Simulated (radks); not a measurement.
# Sb²⁺ in [Kr] 4d10 5s2 5p1: an all-electron calculation

One table from this session's results is given with a row withheld; the runs are named, their logs left out.

Program: radks (a radial shooting solver on a logarithmic mesh, Libxc functionals) version 1. Level of theory: scalar-relativistic Kohn-Sham, B86b exchange with PBE correlation, spin-unpolarised, spherical densities, point nucleus. These are calculated values, not measurements, unless marked.

## Starting point

```
element       : antimony (Z = 51)
charge        : +2
electrons     : 49
configuration : [Kr] 4d10 5s2 5p1
```

Outer shells as boxes (Hund's rule):

Sb²⁺
```
[Kr] core
4d [↑↓][↑↓][↑↓][↑↓][↑↓]
5s [↑↓]
5p [↑ ][  ][  ]
```

The first run:

Input:

```text
Z 51
configuration [Kr] 4d10 5s2 5p1 6s0 4f0
relativity scalar-relativistic
functional b86_mgc,pbe
spin unpolarised
nucleus point
c 137.035999084
```

The run is started by

```sh
python run_ks.py task.json out
```

The same process makes all the runs of this session.

Steps of the session up to this table: Self-consistent calculation.

One table of the session follows, with a row left open; its other results are not shown here.

It belongs to the step «Orbitals and density». From the orbitals of this run (lengths in bohr):

```
level      <r>  outermost maximum (interpolated)  90 % within  nodes
   1s  0.02842                            0.0183       0.0511      0
   2s   0.1226                             0.104        0.189      1
   2p   0.1071                            0.0830        0.174      0
   3s   0.3305                             0.300        0.486      2
   3p   0.3287                             0.293        0.494      1
   3d   0.3054                             0.244        0.481      0
   4s        ?                                 ?            ?      ?
   4p   0.8519                             0.762         1.25      2
   4d    1.025                             0.846         1.58      1
   5s    2.088                              1.84         3.03      4
   5p    2.495                              2.17         3.65      3
   6s    4.769                              4.48         6.76      5
```

Estimate the missing values for 4s.

The run gave: <r>: 0.7906; outermost maximum (interpolated): 0.723; 90 % within: 1.14; nodes: 3. In the column «<r>» it lies between 3s (0.3305) and 4p (0.8519).

To keep in mind: Spin polarisation and multiplet splitting are left out.
